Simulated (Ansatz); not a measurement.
**C2H9NOSi: up Jacob's ladder to CCSD(T)**

How much do the methods differ for C2H9NOSi? The plan is to run it at one geometry with functionals of several rungs and with coupled cluster, and see how far each lands from CCSD(T) at the basis-set limit for the atomisation energy.

Program: Ansatz 0.2.0, Gaussian basis. Level of theory: functionals in def2-TZVPP, the program's frozen cores in correlated methods. These are calculated values, not measurements.

Levels to be run: PBE-D4, r2SCAN-D4, PBE0-D4, B3LYP-D4, ωB97X-V, ωB97M-V, B2PLYP; CCSD(T)/def2-TZVPP; MP2/def2-QZVPP; extrapolation to the limit.

## (1) The geometry

An earlier PBE0-D4 in a triple-zeta def2 set relaxation fixed the geometry.

SMILES `COC(N)[SiH3]`, 14 atoms, charge 0, spin multiplicity 1.

Atoms are counted from 1 here; the program's logs count them from 0.

Bond lengths: C1–O2 1.409 Å, C1–H6 1.090 Å, C1–H7 1.094 Å, C1–H8 1.099 Å, O2–C3 1.408 Å, C3–N4 1.447 Å, C3–Si5 1.903 Å, C3–H9 1.103 Å, N4–H10 1.011 Å, N4–H11 1.009 Å, Si5–H12 1.486 Å, Si5–H13 1.488 Å, Si5–H14 1.489 Å. Angles: O2–C1–H6 107.1°, O2–C1–H7 111.3°, O2–C1–H8 110.8°, H6–C1–H7 109.7°, H6–C1–H8 109.0°, H7–C1–H8 108.9°, C1–O2–C3 113.6°, O2–C3–N4 111.7°, O2–C3–Si5 105.8°, O2–C3–H9 109.4°, N4–C3–Si5 113.9°, N4–C3–H9 106.6°, Si5–C3–H9 109.4°, C3–N4–H10 113.4°, C3–N4–H11 113.0°, H10–N4–H11 109.5°, C3–Si5–H12 112.9°, C3–Si5–H13 108.0° and more.

## (2) PBE-D4 (GGA)

Input file in.yaml:

```yaml
crystal:
  periodic: [false, false, false]
  atoms:
    - {symbol: C, position_ang: [-1.153997, 1.686510, 0.590624]}
    - {symbol: O, position_ang: [-0.261877, 0.634775, 0.876962]}
    - {symbol: C, position_ang: [-0.093695, -0.268417, -0.190352]}
    - {symbol: N, position_ang: [0.522896, 0.364950, -1.335844]}
    - {symbol: Si, position_ang: [0.906871, -1.724597, 0.517157]}
    - {symbol: H, position_ang: [-1.184018, 2.330588, 1.469357]}
    - {symbol: H, position_ang: [-0.822021, 2.263215, -0.277220]}
    - {symbol: H, position_ang: [-2.164135, 1.299166, 0.395917]}
    - {symbol: H, position_ang: [-1.080830, -0.630260, -0.523059]}
    - {symbol: H, position_ang: [1.533541, 0.355957, -1.304616]}
    - {symbol: H, position_ang: [0.208944, -0.019234, -2.214217]}
    - {symbol: H, position_ang: [0.307010, -2.293851, 1.751354]}
    - {symbol: H, position_ang: [2.286560, -1.242279, 0.798066]}
    - {symbol: H, position_ang: [0.981750, -2.785624, -0.525327]}
basis:
  gaussian: {orbitals: def2-TZVPP}
hamiltonian: {xc: pbe, dispersion: d4}
output: {forces: true, orbitals: {seedname: orbitals}}
```

The run is started by

```console
> ansatz run in.yaml --threads 4 --pin off --events-out ev --progress --plain --max-ram 10444MiB
```

Further steps of the session: r2SCAN-D4 (meta-GGA); PBE0-D4 (hybrid); B3LYP-D4 (hybrid); ωB97X-V (range-separated); ωB97M-V (range-separated); B2PLYP (double hybrid); CCSD(T) in def2-TZVPP; MP2 in def2-QZVPP.

**Question.** What will the summary of the whole plan be? Wanted: atomisation energy, CCSD(T)/CBS; farthest; mean size of error, hybrid; mean size of error, range-separated; gap, smallest and largest; T1 diagnostic; triples share of the correlation energy.

**Answer**, as computed:

| quantity | value |
| --- | --- |
| atomisation energy, CCSD(T)/CBS | 1175.5 kcal/mol |
| functionals within 5.9 kcal/mol (0.5 %) | r2SCAN-D4, PBE0-D4, B3LYP-D4, ωB97X-V, ωB97M-V |
| farthest | PBE-D4 (+19.0 kcal/mol) |
| mean size of error, hybrid | 2.1 kcal/mol |
| mean size of error, range-separated | 4.5 kcal/mol |
| gap, smallest and largest | 5.42 eV (PBE-D4), 11.89 eV (ωB97X-V) |
| T1 diagnostic | 0.0116 |
| triples share of the correlation energy | 3.7 % |

PBE-D4 is off by +19.0 kcal/mol. Double hybrids carry the basis error of their MP2 part in triple zeta, and no dispersion term here, so their miss is partly the set-up's. Misses under about 5.9 kcal/mol are within the doubt on the reference itself, which lacks core-valence correlation, relativity and higher excitations. Hartree-Fock recovers 71 % of the binding; the rest is correlation. The gap grows from 5.4 to 11.9 eV across the functionals, mostly with the share of exact exchange.
